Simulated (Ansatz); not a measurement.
# SnH₃S− (SMILES [S-][SnH3]): single points off equilibrium

Aim: energy, forces and dipole at a structure displaced at random from a GFN2-xTB minimum, from CCSD(T) and from density functionals.

The runs use Ansatz 0.2.0, Gaussian basis; single points in def2-TZVPPD.

Correlated methods freeze the cores. Filled d shells of the heavier atoms are correlated. Core potentials replace the inner electrons past krypton, and spin-orbit coupling is left out.

### Step 1. The system as given

SMILES `[S-][SnH3]`, 5 atoms, charge -1, spin multiplicity 1.

Atoms are counted from 1 here; the program's logs count them from 0.

Bond lengths: S1–Sn2 2.321 Å, Sn2–H3 1.786 Å, Sn2–H4 1.740 Å, Sn2–H5 1.757 Å. Angles: S1–Sn2–H3 118.2°, S1–Sn2–H4 117.2°, S1–Sn2–H5 117.1°, H3–Sn2–H4 107.7°, H3–Sn2–H5 104.1°, H4–Sn2–H5 88.1°.

Coordinates:

```
atom     x (Å)     y (Å)     z (Å)
  S1  -2.07590   0.43150   1.06010
 Sn2  -0.09130   0.00460  -0.06530
  H3  -0.01370   0.37710  -1.81050
  H4   0.63850  -1.55630   0.17440
  H5   1.37160   0.72360   0.59030
```

### Step 2. CCSD(T)/def2-TZVPPD

The input, run/in.yaml:

```yaml
crystal:
  periodic: [false, false, false]
  atoms:
    - {symbol: S, position_ang: [-2.075900, 0.431500, 1.060100]}
    - {symbol: Sn, position_ang: [-0.091300, 0.004600, -0.065300]}
    - {symbol: H, position_ang: [-0.013700, 0.377100, -1.810500]}
    - {symbol: H, position_ang: [0.638500, -1.556300, 0.174400]}
    - {symbol: H, position_ang: [1.371600, 0.723600, 0.590300]}
basis:
  gaussian: {orbitals: "def2-TZVPPD.json"}
total_charge: -1
correlation: {method: ccsd_t}
output: {forces: true}
```

The basis file named in the input lies beside it (Basis Set Exchange, JSON).

The command line of these runs was not kept.

### Step 3. PBE0-D4/def2-TZVPPD

run/in.yaml: that of step 2 with these lines changed.

```diff
@@ -11,3 +11,3 @@
 total_charge: -1
-correlation: {method: ccsd_t}
-output: {forces: true}
+hamiltonian: {xc: pbe0, dispersion: d4}
+output: {forces: true, orbitals: {seedname: orbitals}}
```

### Step 4. wB97M-V/def2-TZVPPD

run/in.yaml: that of step 3 with these lines changed.

```diff
@@ -11,3 +11,3 @@
 total_charge: -1
-hamiltonian: {xc: pbe0, dispersion: d4}
-output: {forces: true, orbitals: {seedname: orbitals}}
+hamiltonian: {xc: {name: wB97M-V}}
+output: {forces: true}
```

### Step 5. r2SCAN-D4/def2-TZVPPD

run/in.yaml: that of step 4 with these lines changed.

```diff
@@ -11,3 +11,3 @@
 total_charge: -1
-hamiltonian: {xc: {name: wB97M-V}}
+hamiltonian: {xc: r2scan, dispersion: d4}
 output: {forces: true}
```

### Step 6. PBE-D4/def2-TZVPPD

run/in.yaml: that of step 5 with these lines changed.

```diff
@@ -11,3 +11,3 @@
 total_charge: -1
-hamiltonian: {xc: r2scan, dispersion: d4}
+hamiltonian: {xc: pbe, dispersion: d4}
 output: {forces: true}
```

### Step 7. r2SCAN0-D4/def2-TZVPPD

run/in.yaml: that of step 6 with these lines changed.

```diff
@@ -11,3 +11,3 @@
 total_charge: -1
-hamiltonian: {xc: pbe, dispersion: d4}
+hamiltonian: {xc: {name: r2SCAN0}, dispersion: d4}
 output: {forces: true}
```

### Step 8. BLYP-D4/def2-TZVPPD

run/in.yaml: that of step 7 with these lines changed.

```diff
@@ -11,3 +11,3 @@
 total_charge: -1
-hamiltonian: {xc: {name: r2SCAN0}, dispersion: d4}
+hamiltonian: {xc: {name: BLYP}, dispersion: d4}
 output: {forces: true}
```

(Steps that only read results are left out.)

Q: Predict the outcome of this session. Wanted: RMS force component; RMS force error; HOMO and LUMO, PBE0-D4; T1 diagnostic.

As calculated:

```
              quantity                                                                                              value
   RMS force component                                                               0.228 to 0.295 eV/Å over the methods
       RMS force error  PBE0-D4 0.113, wB97M-V 0.057, r2SCAN-D4 0.109, PBE-D4 0.184, r2SCAN0-D4 0.106, BLYP-D4 0.240 eV/Å
HOMO and LUMO, PBE0-D4                                                                                  -1.18 and 3.50 eV
         T1 diagnostic                                                                                              0.014
```

What this shows: For forces wB97M-V does best and BLYP-D4 worst. Frozen-core CCSD(T) forces in triple zeta carry basis errors of their own, and this is one geometry, so small gaps rank nothing.
